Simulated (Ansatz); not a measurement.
**A workflow on CH4AlClO (SMILES C[O][AlH][Cl])**

We compute a series of 18 runs (HF/STO-3G, UHF/STO-3G, HF/3-21G, UHF/3-21G, HF/6-31G*, UHF/6-31G*, B3LYP/6-31G*, PBE/def2-SVP, and more) of CH4AlClO. 

The calculation is run with Ansatz 0.2.0.

## (1) The structure to begin with

CH4AlClO: 8 atoms, total charge 0, spin state singlet. As SMILES, `C[O][AlH][Cl]`. Geometry: relaxed at PBE0-D4/def2-TZVP. This is one conformer, not always the lowest. The run starts from this shape.

Bond lengths: C1–O2 1.400 Å, O2–Al3 1.672 Å, Al3–Cl4 2.097 Å, C1–H5 1.094 Å, C1–H6 1.096 Å, C1–H7 1.094 Å, Al3–H8 1.563 Å. Angles: C1–O2–Al3 136.5°, O2–Al3–Cl4 118.9°, O2–C1–H5 109.9°, O2–C1–H6 112.3°, O2–C1–H7 109.8°, O2–Al3–H8 119.8°, Cl4–Al3–H8 121.3°, H5–C1–H6 108.3°, H5–C1–H7 108.0°, H6–C1–H7 108.3°.

## (2) A geometry optimisation at HF/STO-3G (start density atoms) (run 1)

Input file in.yaml:

```yaml
crystal:
  periodic: [false, false, false]
  atoms:
    - {symbol: C, position_ang: [0.132200, 1.250600, 0.263000]}
    - {symbol: O, position_ang: [0.645300, 0.052000, -0.246000]}
    - {symbol: Al, position_ang: [0.103400, -1.519700, -0.426600]}
    - {symbol: Cl, position_ang: [-1.829000, -2.007800, 0.224400]}
    - {symbol: H, position_ang: [0.118400, 2.012400, -0.522500]}
    - {symbol: H, position_ang: [-0.886500, 1.136200, 0.650000]}
    - {symbol: H, position_ang: [0.770200, 1.612600, 1.075000]}
    - {symbol: H, position_ang: [1.038000, -2.593300, -1.072900]}
basis:
  gaussian: {orbitals: STO-3G}
hamiltonian: {xc: hf}
output: {orbitals: {seedname: orbitals}}
relax: {f_tol: 0.002}
```

Launch:

```bash
$ ansatz run in.yaml --threads 1 --pin off --max-ram 3480MiB --events-out events.jsonl --progress --plain --runs-dir runs
```

The program printed, cut to the lines that bear on the results:

```text
Warning: RAYON_NUM_THREADS=1 ignored (pool sized by the plan → 1); use --threads N
[...]
Functional definition: HF
  name "HF"
[...]
429 factors; integrals over basis functions are off by at most 1.2e-5 eV
[...]
mean field -21967.70394540 eV, -807.2982297490 hartree, gradient 4.3e-5 eV, S^2 0.000000; 0 other end points of the search recorded, 0 dependent functions left out
[...]
reference -21967.70394540 eV, -807.2982297490 hartree; 24, 24 occupied and 8, 8 virtual orbitals, 429 factors
relax step   1: F+E_penalty+E_count = -21967.70394540 eV  Δ(F+E_penalty+E_count) = +0.000e0 eV  max|allowed force component| = 1.901e0 eV/Å  Δτ_max = 0.0000 Å  (28 SCF iters, accepted)
[...]
relax step  14: F+E_penalty+E_count = -21967.96286063 eV  Δ(F+E_penalty+E_count) = -1.946e-5 eV  max|allowed force component| = 1.049e-2 eV/Å  Δτ_max = 0.0070 Å  (24 SCF iters, accepted)
[...]
relax step  27: F+E_penalty+E_count = -21967.96468343 eV  Δ(F+E_penalty+E_count) = -4.347e-4 eV  max|allowed force component| = 8.038e-2 eV/Å  Δτ_max = 0.0549 Å  (22 SCF iters, accepted)
[...]
relax step  40: F+E_penalty+E_count = -21967.96983603 eV  Δ(F+E_penalty+E_count) = -4.381e-4 eV  max|allowed force component| = 2.809e-2 eV/Å  Δτ_max = 0.0414 Å  (22 SCF iters, accepted)
[...]
relax step  52: F+E_penalty+E_count = -21967.97046856 eV  Δ(F+E_penalty+E_count) = -5.712e-6 eV  max|allowed force component| = 3.077e-3 eV/Å  Δτ_max = 0.0124 Å  (24 SCF iters, accepted)
[...]
relax step  53: F+E_penalty+E_count = -21967.97046962 eV  Δ(F+E_penalty+E_count) = -1.062e-6 eV  max|allowed force component| = 1.397e-3 eV/Å  Δτ_max = 0.0028 Å  (25 SCF iters, accepted)
431 factors; integrals over basis functions are off by at most 2.2e-5 eV
[...]
mean field -21967.97046962 eV, -807.3080243334 hartree, gradient 2.3e-5 eV, S^2 0.000000; 1 other end points of the search recorded, 0 dependent functions left out
[...]
reference -21967.97046962 eV, -807.3080243334 hartree; 24, 24 occupied and 8, 8 virtual orbitals, 431 factors
Total energy: -21967.97046962 eV, -807.3080243334 hartree
Atom 0 at     0.142602     1.130121     0.351182 Å, force    -0.000638     0.001397     0.000244 eV/Å
Atom 1 at     0.892405    -0.011889    -0.033201 Å, force    -0.000683    -0.000176     0.000097 eV/Å
Atom 2 at     0.172378    -1.439180    -0.467132 Å, force     0.001383    -0.000132     0.000308 eV/Å
Atom 3 at    -1.900905    -1.520564    -0.434747 Å, force    -0.000184     0.000078    -0.000058 eV/Å
Atom 4 at    -0.523989     1.491307    -0.441175 Å, force     0.000712    -0.000337     0.000825 eV/Å
Atom 5 at    -0.478652     0.956061     1.237957 Å, force     0.000746     0.000079    -0.000920 eV/Å
Atom 6 at     0.830990     1.945962     0.592651 Å, force    -0.000786    -0.001085    -0.000348 eV/Å
Atom 7 at     0.957170    -2.608818    -0.861135 Å, force    -0.000549     0.000175    -0.000150 eV/Å
Dipole moment:     0.444326     0.024139    -0.004896 e Å
```

Run time: 22 s. Hardware: 1 thread of AMD EPYC 9R45 (Zen 5), shared host; peak memory 0.15 GiB.

Steps, from the record of the run:

```
step  energy from the first frame kept (eV)  largest force (eV/Å)
   1                                 0.0000                2.3368
   4                                -0.2536                0.4438
   7                                -0.2588                0.0307
  10                                -0.2589                0.0034
  13                                -0.2589                0.0071
  16                                -0.2590                0.0242
  19                                -0.2591                0.1554
  22                                -0.2597                0.0364
  25                                -0.2599                0.0136
  28                                -0.2611                0.0898
  31                                -0.2622                0.0709
  34                                -0.2634                0.0386
  37                                -0.2648                0.0209
  40                                -0.2659                0.0386
  43                                -0.2656                0.1268
  46                                -0.2665                0.0336
  49                                -0.2665                0.0009
  52                                -0.2665                0.0034
  53                                -0.2665                0.0016
```

After the run. Bond lengths: C1–O2 1.419 Å, O2–Al3 1.656 Å, Al3–Cl4 2.075 Å, C1–H5 1.097 Å, C1–H6 1.097 Å, C1–H7 1.094 Å, Al3–H8 1.463 Å. Angles: C1–O2–Al3 122.3°, O2–Al3–Cl4 117.6°, O2–C1–H5 113.0°, O2–C1–H6 113.0°, O2–C1–H7 109.1°, O2–Al3–H8 121.8°, Cl4–Al3–H8 120.6°, H5–C1–H6 107.0°, H5–C1–H7 107.2°, H6–C1–H7 107.2°.

## (3) The harmonic vibrations at HF/STO-3G (start density atoms) (run 2)

Input file run.yaml:

```yaml
crystal:
  periodic: [false, false, false]
  atoms:
    - {symbol: C, position_ang: [0.142602, 1.130121, 0.351182]}
    - {symbol: O, position_ang: [0.892405, -0.011889, -0.033201]}
    - {symbol: Al, position_ang: [0.172378, -1.439180, -0.467132]}
    - {symbol: Cl, position_ang: [-1.900905, -1.520564, -0.434747]}
    - {symbol: H, position_ang: [-0.523989, 1.491307, -0.441175]}
    - {symbol: H, position_ang: [-0.478652, 0.956061, 1.237957]}
    - {symbol: H, position_ang: [0.830990, 1.945962, 0.592651]}
    - {symbol: H, position_ang: [0.957170, -2.608818, -0.861135]}
basis:
  gaussian: {orbitals: STO-3G}
hamiltonian: {xc: hf}
phonons: {temperatures: {t_min: 298.15, t_max: 298.15, t_step: 1}}
```

Launch:

```bash
$ ansatz run run.yaml --threads 1 --pin off --max-ram 3480MiB --events-out events.jsonl --progress --plain --runs-dir runs
```

The program printed, cut to the lines that bear on the results:

```text
Warning: RAYON_NUM_THREADS=1 ignored (pool sized by the plan → 1); use --threads N
[... 2 set-up lines as earlier in the session ...]
[...]
432 factors; integrals over basis functions are off by at most 1.9e-5 eV
[...]
mean field -21967.97051831 eV, -807.3080261227 hartree, gradient 3.6e-5 eV, S^2 0.000000; 0 other end points of the search recorded, 0 dependent functions left out
[...]
reference -21967.97051831 eV, -807.3080261227 hartree; 24, 24 occupied and 8, 8 virtual orbitals, 432 factors
[...]
432 factors; integrals over basis functions are off by at most 1.9e-5 eV
[...]
mean field -21967.97027280 eV, -807.3080171003 hartree, gradient 1.4e-6 eV, S^2 0.000000; 0 other end points of the search recorded, 0 dependent functions left out
[...]
reference -21967.97027280 eV, -807.3080171003 hartree; 24, 24 occupied and 8, 8 virtual orbitals, 432 factors
[...]
432 factors; integrals over basis functions are off by at most 1.9e-5 eV
[...]
Total energy: -21967.97051831 eV, -807.3080261227 hartree
Atom 0 at     0.142602     1.130121     0.351182 Å, force    -0.000635     0.001365     0.000121 eV/Å
Atom 1 at     0.892405    -0.011889    -0.033201 Å, force    -0.000714    -0.000162     0.000151 eV/Å
Atom 2 at     0.172378    -1.439180    -0.467132 Å, force     0.001385    -0.000137     0.000304 eV/Å
Atom 3 at    -1.900905    -1.520564    -0.434747 Å, force    -0.000151     0.000136    -0.000041 eV/Å
Atom 4 at    -0.523989     1.491307    -0.441175 Å, force     0.000688    -0.000339     0.000828 eV/Å
Atom 5 at    -0.478652     0.956061     1.237957 Å, force     0.000746     0.000029    -0.000888 eV/Å
Atom 6 at     0.830990     1.945962     0.592651 Å, force    -0.000768    -0.001071    -0.000329 eV/Å
Atom 7 at     0.957170    -2.608818    -0.861135 Å, force    -0.000551     0.000179    -0.000146 eV/Å
Dipole moment:     0.444326     0.024140    -0.004897 e Å
Vibrations: 51.86 149.63 171.04 362.94 578.54 618.58 792.72 917.30 1333.62 1351.03 1409.45 1790.16 1832.71 1834.00 2763.22 3498.38 3656.94 3677.79 cm⁻¹, zero-point energy 1.660763 eV
```

Wall time 12 s (1 thread of AMD EPYC 9R45 (Zen 5), shared host); peak memory 0.099 GiB.

Runs 3 to 16 aren't shown in full; the table further down has their settings and results.

## (4) A geometry optimisation at MP2/6-31G(d) (Cartesian functions, start density atoms) (run 17)

Input file run.yaml:

```yaml
crystal:
  periodic: [false, false, false]
  atoms:
    - {symbol: C, position_ang: [0.132200, 1.250600, 0.263000]}
    - {symbol: O, position_ang: [0.645300, 0.052000, -0.246000]}
    - {symbol: Al, position_ang: [0.103400, -1.519700, -0.426600]}
    - {symbol: Cl, position_ang: [-1.829000, -2.007800, 0.224400]}
    - {symbol: H, position_ang: [0.118400, 2.012400, -0.522500]}
    - {symbol: H, position_ang: [-0.886500, 1.136200, 0.650000]}
    - {symbol: H, position_ang: [0.770200, 1.612600, 1.075000]}
    - {symbol: H, position_ang: [1.038000, -2.593300, -1.072900]}
basis:
  gaussian: {orbitals: "6-31G*"}
relax: {f_tol: 0.002}
output: {orbitals: {seedname: orbitals}}
correlation: {method: mp2}
```

Launch:

```bash
$ ansatz run run.yaml --threads 1 --pin off --max-ram 3480MiB --events-out events.jsonl --progress --plain --runs-dir runs
```

The program printed, cut to the lines that bear on the results:

```text
Warning: RAYON_NUM_THREADS=1 ignored (pool sized by the plan → 1); use --threads N
[...]
[... 2 set-up lines as earlier in the session ...]
[...]
797 factors; integrals over basis functions are off by at most 3.6e-4 eV
[...]
mean field -22219.63416770 eV, -816.5564946541 hartree, gradient 2.6e-6 eV, S^2 0.000000; 0 other end points of the search recorded, 0 dependent functions left out
12 core orbitals not correlated: weight in the atoms' cores, before any rotation towards them, 1.000 or more for the frozen orbitals, at most 0.000 for the correlated occupied ones
reference -22219.63416770 eV, -816.5564946541 hartree; 12, 12 occupied and 52, 52 virtual orbitals, 797 factors
second order -13.23659283 eV of doubles, -0.00000000 eV of singles
[...]
relax step   1: F+E_penalty+E_count = -22232.87076053 eV  Δ(F+E_penalty+E_count) = +0.000e0 eV  max|allowed force component| = 6.333e-1 eV/Å  Δτ_max = 0.0000 Å  (48 SCF iters, accepted)
[...]
second order -13.27971299 eV of doubles, -0.00000000 eV of singles
[...]
Total energy: -22232.88880389 eV, -817.0435935495 hartree
Atom 0 at     0.127624     1.259832     0.266857 Å, force     0.000421     0.001315     0.000313 eV/Å
Atom 1 at     0.688581     0.063895    -0.261029 Å, force    -0.000757    -0.001013     0.000124 eV/Å
Atom 2 at     0.107498    -1.523795    -0.429028 Å, force    -0.001070     0.000799    -0.000351 eV/Å
Atom 3 at    -1.830143    -1.986958     0.232904 Å, force     0.000186    -0.000433     0.000163 eV/Å
Atom 4 at     0.106243     2.021597    -0.517058 Å, force     0.000318     0.000229    -0.000159 eV/Å
Atom 5 at    -0.890071     1.109351     0.641734 Å, force    -0.000236    -0.000554    -0.000156 eV/Å
Atom 6 at     0.756383     1.618688     1.086075 Å, force     0.000310     0.000205     0.000133 eV/Å
Atom 7 at     1.025886    -2.619610    -1.076056 Å, force     0.000829    -0.000549    -0.000068 eV/Å
Dipole moment:     0.111184     0.245183     0.017446 e Å
Checks for a lower state left out: cluster_reference
```

Wall time 10 s (1 thread of AMD EPYC 9R45 (Zen 5), shared host); peak memory 0.17 GiB.

Step by step:

```
step  energy from the first frame kept (eV)  largest force (eV/Å)
   1                                 0.0000                0.7439
   2                                -0.0122                0.3888
   3                                -0.0167                0.0785
   4                                -0.0177                0.0261
   5                                -0.0180                0.0188
   6                                -0.0180                0.0170
   7                                -0.0180                0.0014
```

After the run. Bond lengths: C1–O2 1.423 Å, O2–Al3 1.699 Å, Al3–Cl4 2.099 Å, C1–H5 1.093 Å, C1–H6 1.095 Å, C1–H7 1.093 Å, Al3–H8 1.569 Å. Angles: C1–O2–Al3 133.4°, O2–Al3–Cl4 119.4°, O2–C1–H5 109.1°, O2–C1–H6 112.2°, O2–C1–H7 109.1°, O2–Al3–H8 119.5°, Cl4–Al3–H8 121.1°, H5–C1–H6 108.8°, H5–C1–H7 108.7°, H6–C1–H7 108.9°.

## (5) Vibrational wavenumbers at MP2/6-31G(d) (Cartesian functions, start density atoms) (run 18)

Input file run.yaml:

```yaml
crystal:
  periodic: [false, false, false]
  atoms:
    - {symbol: C, position_ang: [0.127624, 1.259832, 0.266857]}
    - {symbol: O, position_ang: [0.688581, 0.063895, -0.261029]}
    - {symbol: Al, position_ang: [0.107498, -1.523795, -0.429028]}
    - {symbol: Cl, position_ang: [-1.830143, -1.986958, 0.232904]}
    - {symbol: H, position_ang: [0.106243, 2.021597, -0.517058]}
    - {symbol: H, position_ang: [-0.890071, 1.109351, 0.641734]}
    - {symbol: H, position_ang: [0.756383, 1.618688, 1.086075]}
    - {symbol: H, position_ang: [1.025886, -2.619610, -1.076056]}
basis:
  gaussian:
    orbitals: "6-31G*"
correlation:
  method: mp2
phonons:
  temperatures: {t_min: 298.15, t_max: 298.15, t_step: 1}
```

Launch:

```bash
$ ansatz run run.yaml --threads 1 --pin off --max-ram 3480MiB --events-out events.jsonl --progress --plain --runs-dir runs
```

The program printed, cut to the lines that bear on the results:

```text
Warning: RAYON_NUM_THREADS=1 ignored (pool sized by the plan → 1); use --threads N
[... 2 set-up lines as earlier in the session ...]
[...]
798 factors; integrals over basis functions are off by at most 3.7e-4 eV
[...]
mean field -22219.60909183 eV, -816.5555731329 hartree, gradient 2.7e-6 eV, S^2 0.000000; 0 other end points of the search recorded, 0 dependent functions left out
12 core orbitals not correlated: weight in the atoms' cores, before any rotation towards them, 1.000 or more for the frozen orbitals, at most 0.000 for the correlated occupied ones
reference -22219.60909183 eV, -816.5555731329 hartree; 12, 12 occupied and 52, 52 virtual orbitals, 798 factors
second order -13.27971326 eV of doubles, -0.00000000 eV of singles
[...]
798 factors; integrals over basis functions are off by at most 3.7e-4 eV
[...]
Atom 0 at     0.127624     1.259832     0.266857 Å, force     0.000435     0.001341     0.000291 eV/Å
Atom 1 at     0.688581     0.063895    -0.261029 Å, force    -0.000762    -0.001008     0.000129 eV/Å
Atom 2 at     0.107498    -1.523795    -0.429028 Å, force    -0.001071     0.000795    -0.000351 eV/Å
Atom 3 at    -1.830143    -1.986958     0.232904 Å, force     0.000190    -0.000431     0.000162 eV/Å
Atom 4 at     0.106243     2.021597    -0.517058 Å, force     0.000323     0.000212    -0.000143 eV/Å
Atom 5 at    -0.890071     1.109351     0.641734 Å, force    -0.000251    -0.000563    -0.000150 eV/Å
Atom 6 at     0.756383     1.618688     1.086075 Å, force     0.000311     0.000202     0.000129 eV/Å
Atom 7 at     1.025886    -2.619610    -1.076056 Å, force     0.000827    -0.000547    -0.000067 eV/Å
Dipole moment:     0.111184     0.245183     0.017446 e Å
Vibrations: 77.49 98.33 151.65 283.14 481.08 521.81 662.60 763.30 1177.08 1217.05 1240.15 1540.50 1566.26 1571.70 2062.65 3091.70 3180.09 3190.81 cm⁻¹, zero-point energy 1.418219 eV
Checks for a lower state left out: cluster_reference
```

Wall time 53 s (1 thread of AMD EPYC 9R45 (Zen 5), shared host); peak memory 0.17 GiB.

## (6) The series

```
run                                                    level         task  walk f tol  partner  energy (Eh)  dipole moment (D)  wall time
  1                          HF/STO-3G (start density atoms)     optimise       0.002     base  -807.308024               2.14       22 s
  2                          HF/STO-3G (start density atoms)  frequencies           –     base  -807.308026               2.14       12 s
  3                         UHF/STO-3G (start density atoms)       energy           –   cation  -807.068569                  –     0.42 s
  4                         UHF/STO-3G (start density atoms)     optimise           –   cation  -807.106074                  –       12 s
  5                           HF/3-21G (start density atoms)     optimise       0.002     base  -812.433192               3.73      5.4 s
  6                           HF/3-21G (start density atoms)  frequencies           –     base  -812.433189               3.73       13 s
  7                          UHF/3-21G (start density atoms)       energy           –   cation  -812.078783                  –     0.94 s
  8                          UHF/3-21G (start density atoms)     optimise           –   cation  -812.112834                  –      7.2 s
  9     HF/6-31G* (Cartesian functions, start density atoms)     optimise       0.002     base  -816.556947               1.54      7.8 s
 10     HF/6-31G* (Cartesian functions, start density atoms)  frequencies           –     base  -816.556947               1.54       32 s
 11    UHF/6-31G* (Cartesian functions, start density atoms)       energy           –   cation  -816.194530                  –      3.6 s
 12    UHF/6-31G* (Cartesian functions, start density atoms)     optimise           –   cation  -816.229829                  –       80 s
 13  B3LYP/6-31G* (Cartesian functions, start density atoms)     optimise       0.002     base  -818.473339               1.37       13 s
 14  B3LYP/6-31G* (Cartesian functions, start density atoms)  frequencies           –     base  -818.473339               1.37       52 s
 15                       PBE/def2-SVP (start density atoms)     optimise       0.002     base  -817.692311               1.11        9 s
 16                       PBE/def2-SVP (start density atoms)  frequencies           –     base  -817.692311               1.11       29 s
 17    MP2/6-31G* (Cartesian functions, start density atoms)     optimise       0.002     base  -817.043594               1.30       10 s
 18    MP2/6-31G* (Cartesian functions, start density atoms)  frequencies           –     base  -817.043594               1.30       53 s
```

## (7) Outcome

| quantity | value |
| --- | --- |
| run 18, MP2/6-31G*: total energy | -817.04359 Eh |
| run 18, MP2/6-31G*: dipole moment (correlated density) | 1.30 D |
| run 18, MP2/6-31G*: correlation energy (12 core orbitals frozen) | -488.0 mEh |
| run 18, MP2/6-31G*: largest force on an atom | 0.001 eV/Å |
| run 18, MP2/6-31G*: lowest harmonic wavenumber | 77 cm⁻¹ |
| run 18, MP2/6-31G*: highest harmonic wavenumber | 3191 cm⁻¹ |
| run 18, MP2/6-31G*: zero-point energy | 136.8 kJ/mol |
| vertical ionisation energy (to the doublet cation), HF/STO-3G | 6.516 eV |
| vertical ionisation energy (to the doublet cation), HF/3-21G | 9.644 eV |
| vertical ionisation energy (to the doublet cation), HF/6-31G* | 9.862 eV |
| adiabatic ionisation energy (to the doublet cation, no zero-point term), HF/STO-3G | 5.495 eV |
| adiabatic ionisation energy (to the doublet cation, no zero-point term), HF/3-21G | 8.717 eV |
| adiabatic ionisation energy (to the doublet cation, no zero-point term), HF/6-31G* | 8.901 eV |

**Reading.** At HF/STO-3G: the vertical ionisation energy comes to 6.52 eV (629 kJ/mol). In a minimal basis such a difference can be off by several eV, whatever the method. At HF/3-21G: removing an electron at fixed nuclei costs 9.64 eV (930 kJ/mol). At HF/6-31G*: removing an electron at fixed nuclei costs 9.86 eV (227 kcal/mol). At HF/STO-3G: the adiabatic ionisation energy (to the doublet cation, no zero-point term) is 5.50 eV (530 kJ/mol). At HF/3-21G: the adiabatic ionisation energy (to the doublet cation, no zero-point term) is 8.72 eV (201 kcal/mol). Totals of different functionals can't be ranked against each other. In runs 1, 2, 3, 4 the basis is minimal, so the values are rough. All runs together took 6 min, the longest 80 s.
